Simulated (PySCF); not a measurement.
# ClF2HSi, a complex of two parts: interaction energy

An exercise on one series of results from a longer session: the logs are not shown, and one member is left open.

Programs: PySCF 2.14.0. All values are calculated, for the isolated system unless a continuum is named. Atoms count from 0, parts from 1.

### The system as given

5 atoms, charge 0, multiplicity 1; geometry: GFN2-xTB. Parts: 1 = atoms 0–2, `F[Si]F`, charge 0; 2 = atoms 3–4, `Cl`, charge 0.

The first run:

What the job is given:

```
{"job": {"xc": "PBE0", "basis": "def2-TZVPD", "d3": "d3bj", "grid": 3, "kind": "geom", "shake": 0.01}, "charge": 0, "multiplicity": 1, "parts": [{"atoms": "0-2", "charge": 0, "multiplicity": 1}, {"atoms": "3-4", "charge": 0, "multiplicity": 1}]}
F      0.989606     0.713205     0.286023
Si    -0.611440     0.449304     0.081999
F     -0.349057    -1.123562    -0.225312
Cl     1.612804    -3.310887    -1.847130
H      0.918296    -2.510298    -1.120742
```

The run is started by

```bash
> OMP_NUM_THREADS=1 python cluster_run.py task.json out
```

The driver reads the jobs from task.json and runs them one after another.

Among the steps run: Geometry optimisation at PBE0-D3(BJ)/def2-TZVPD; Coupled-cluster interaction energy: CCSD(T) and MP2, 2.08 Å; Coupled-cluster interaction energy: CCSD(T) and MP2, 2.18 Å; Coupled-cluster interaction energy: CCSD(T) and MP2, 2.29 Å; Coupled-cluster interaction energy: CCSD(T) and MP2, 1.97 Å; Coupled-cluster interaction energy: CCSD(T) and MP2, 2.60 Å; Coupled-cluster interaction energy: CCSD(T) and MP2, 1.87 Å; Coupled-cluster interaction energy: CCSD(T) and MP2, 3.12 Å; Coupled-cluster interaction energy: CCSD(T) and MP2, 4.15 Å.

One of the session's tables, all rows but one given; the rest of the session is left out.

It belongs to the step «Coupled-cluster interaction energy: CCSD(T) and MP2, 4.15 Å». 

```
                 method  interaction energy (kcal/mol)
         HF/aug-cc-pVDZ                          -0.47
        MP2/aug-cc-pVDZ                          -0.47
       CCSD/aug-cc-pVDZ                          -0.47
    CCSD(T)/aug-cc-pVDZ                          -0.47
         HF/aug-cc-pVQZ                          -0.46
        MP2/aug-cc-pVQZ                          -0.46
    SCS-MP2/aug-cc-pVQZ                              ?
      MP2, extrapolated                          -0.46
CCSD(T), limit estimate                          -0.46
```

Q: Estimate the row for SCS-MP2/aug-cc-pVQZ from the others.

The run gave: interaction energy (kcal/mol): -0.44. In the column «interaction energy (kcal/mol)» it is the highest.
